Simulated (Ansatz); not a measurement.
**CH₃GeO+: one structure at several levels**

An exercise on one series of results from a longer session: the logs are not shown, and one member is left open.

Program: Ansatz 0.2.0, Gaussian basis. Level of theory: single points in def2-TZVPP. These are calculated values, not measurements.

Cores are frozen in the correlated methods. Filled d shells of the heavier atoms are correlated.

### Starting geometry

SMILES `O=[C+][GeH3]`, 6 atoms, charge 1, spin multiplicity 1.

Atoms are counted from 1 here; the program's logs count them from 0.

Bond lengths: O1–C2 1.316 Å, C2–Ge3 1.943 Å, Ge3–H4 1.578 Å, Ge3–H5 1.899 Å, Ge3–H6 1.802 Å. Angles: O1–C2–Ge3 165.1°, C2–Ge3–H4 94.5°, C2–Ge3–H5 102.7°, C2–Ge3–H6 85.4°, H4–Ge3–H5 130.6°, H4–Ge3–H6 110.9°, H5–Ge3–H6 116.2°.

Coordinates:

```
O     0.3371   -2.2095    0.7270
C     0.0067   -0.9722    0.4234
Ge   -0.1546    0.7803   -0.4010
H    -1.5668    0.4874   -1.0413
H     1.5462    1.0190   -1.2122
H    -0.3272    1.3967    1.2832
```

The first run:

Contents of run/in.yaml:

```yaml
crystal:
  periodic: [false, false, false]
  atoms:
    - {symbol: O, position_ang: [0.337100, -2.209500, 0.727000]}
    - {symbol: C, position_ang: [0.006700, -0.972200, 0.423400]}
    - {symbol: Ge, position_ang: [-0.154600, 0.780300, -0.401000]}
    - {symbol: H, position_ang: [-1.566800, 0.487400, -1.041300]}
    - {symbol: H, position_ang: [1.546200, 1.019000, -1.212200]}
    - {symbol: H, position_ang: [-0.327200, 1.396700, 1.283200]}
basis:
  gaussian: {orbitals: def2-TZVPP}
total_charge: 1
correlation: {method: ccsd_t}
output: {forces: true}
```

No record of the launch command was kept for these runs.

Among the steps run: CCSD(T)/def2-TZVPP; PBE0-D4/def2-TZVPP; wB97M-V/def2-TZVPP; r2SCAN-D4/def2-TZVPP; PBE-D4/def2-TZVPP; r2SCANh-D4/def2-TZVPP; HSE06-D4/def2-TZVPP.

One table of the session follows, with a row left open; its other results are not shown here.

| method | RMS force component (eV/Å) | angle to CCSD(T) forces (°) |
| --- | --- | --- |
| CCSD(T) | 4.664 | reference |
| PBE0-D4 | 5.067 | 2.5 |
| wB97M-V | ? | ? |
| r2SCAN-D4 | 4.687 | 2.7 |
| PBE-D4 | 4.345 | 2.3 |
| r2SCANh-D4 | 4.923 | 2.7 |
| HSE06-D4 | 5.051 | 2.5 |

Q: Estimate the row for wB97M-V from the others.

**Answer.** RMS force component (eV/Å): 5.261; angle to CCSD(T) forces (°): 1.5. In the column «RMS force component (eV/Å)» it is the highest.
